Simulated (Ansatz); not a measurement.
# IrPtC4N4: the cost of one run

Method: DFT PBE, scalar-relativistic, plane waves, PAW, in Ansatz 0.2.0.

## (1) The system as given

It takes space group P-43m (No. 215, cubic). Conventional cell: a = 5.883 Å, b = 5.883 Å, c = 5.883 Å, α = 90.00°, β = 90.00°, γ = 90.00°. Ir (site symmetry -43m) is surrounded by 4 N at 2.01 Å. Around Pt (site symmetry -43m) lie 4 C at 1.92 Å. C (site symmetry 3m) is surrounded by 1 N at 1.17 Å. N (site symmetry 3m) has 1 C at 1.17 Å as nearest neighbours.

Coordinates:

```
Ir Pt C N
1.0
     5.88262    0.00000    0.00000
     0.00000    5.88262    0.00000
     0.00000    0.00000    5.88262
Ir Pt C N
1 1 4 4
Direct
  0.50000 0.50000 0.50000
  0.00000 0.00000 0.00000
  0.18814 0.18814 0.18814
  0.18814 0.81186 0.81186
  0.81186 0.18814 0.81186
  0.81186 0.81186 0.18814
  0.30297 0.30297 0.30297
  0.30297 0.69703 0.69703
  0.69703 0.30297 0.69703
  0.69703 0.69703 0.30297
```

A structure generator made this guess: two interpenetrating cyanide-bridged diamond nets (P-43m, No. 215). Its size is a rough estimate.

## (2) A first look at the guess

input.yaml reads:

```yaml
crystal:
  lattice:
    - [5.88262189, 0.0, 0.0]
    - [0.0, 5.88262189, 0.0]
    - [0.0, 0.0, 5.88262189]
  atoms:
    - { symbol: Ir, position: [0.5, 0.5, 0.5], spin: 1.0 }
    - { symbol: Pt, position: [0.0, 0.0, 0.0] }
    - { symbol: C, position: [0.18814408, 0.18814408, 0.18814408] }
    - { symbol: C, position: [0.18814408, 0.81185592, 0.81185592] }
    - { symbol: C, position: [0.81185592, 0.18814408, 0.81185592] }
    - { symbol: C, position: [0.81185592, 0.81185592, 0.18814408] }
    - { symbol: "N", position: [0.3029738, 0.3029738, 0.3029738] }
    - { symbol: "N", position: [0.3029738, 0.6970262, 0.6970262] }
    - { symbol: "N", position: [0.6970262, 0.3029738, 0.6970262] }
    - { symbol: "N", position: [0.6970262, 0.6970262, 0.3029738] }
basis:
  ecutwfc: 420
kpoints:
  mp_grid: { grid: [4, 4, 4] }
hamiltonian:
  xc: pbe
scf:
  occupations: { method: gaussian, width: 0.1 }
  lower_state_search: "off"
output:
  forces: true
  stress: true
  eigenvalues: true
  populations: true
magnetization:
  spin_polarized: true
```

Started as:

```console
> ansatz run input.yaml --threads 1 --pin off --max-ram 2560MiB --backend cpu --events-out ev --progress --plain --runs-dir out
```

Q: Estimate wall time and peak memory on 1 thread of Arm Neoverse V1, shared host.

About 35 s, with a peak of 0.47 GiB.
